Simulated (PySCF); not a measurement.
**The bond of LiHg, level by level**

The task here is to estimate one member of a computed series from the others.

Method: Li def2-SVPD, Hg def2-SVPD with ECP60, scalar-relativistic core potentials; program: PySCF 2.14.0.

Set-up of the first run:

Settings of the job:

* atoms: Li, Hg
* charge: 0
* basis: Li def2-SVPD, Hg def2-SVPD with ECP60
* Hamiltonian: scalar-relativistic core potentials
* basis functions: 47
* electrons treated: 23
* masses in u: 7.0160, 201.9706
* levels: PBE0, PBE, r²SCAN, PBEsol, PW91, MN15, LC-ωPBE, HF, MP2, SCS-MP2, CCSD, CCSD(T)
* grid: 80 radial by 434 angular points
* occupations: held fixed by the projection of orbital angular momentum
* dissociation limit: Li + Hg, each in its ground configuration
* starting distance in angstrom: 2.660
* values of 2S to try: 1, 3

Launch:

```bash
$ OMP_NUM_THREADS=1 python dia.py task.json out
```

Among the steps run: Set-up; PBE0 along the bond; Excited determinants; PBE (GGA); r²SCAN; PBEsol (GGA); PW91; MN15 (hybrid meta-GGA); LC-ωPBE; UHF; Adding correlation.

One table of the session follows, with a row left open; its other results are not shown here.

It belongs to the step «The curves together». Energy (eV) from each level's lowest point:

```
R (Å)    UHF  UHF-MP2  UHF-SCS-MP2  UHF-CCSD  UHF-CCSD(T)
2.660  0.223    0.102        0.128       n/a          n/a
2.784  0.157    0.059        0.081     0.057        0.053
2.907  0.112    0.033        0.052     0.030        0.026
3.000  0.088    0.021        0.037     0.017        0.015
3.093  0.070    0.013        0.027     0.009        0.007
3.186  0.055    0.008        0.019     0.005        0.003
3.309      ?        ?            ?         ?            ?
3.464  0.026    0.001        0.006     0.000        0.000
3.650  0.013    0.000        0.002     0.001        0.001
3.897  0.000    0.001        0.000       n/a          n/a
```

**Question.** Estimate the row for R (Å) = 3.309.

Worked estimate for «UHF». A straight line through the neighbours (3.186, 0.055) and (3.464, 0.026) gives 0.055 + (0.026 − 0.055) × (3.309 − 3.186) / (3.464 − 3.186) = 0.042; a parabola fitted to 4 rows on both sides gives 0.041.

The run gave: UHF: 0.040; UHF-MP2: 0.003; UHF-SCS-MP2: 0.012; UHF-CCSD: 0.001; UHF-CCSD(T): 0.001. In «UHF» the line misses by +0.002 and the parabola by +0.001.

Caveats from the session: The bond is weak, and basis-set superposition, which was not computed, may be a sizeable part of it.
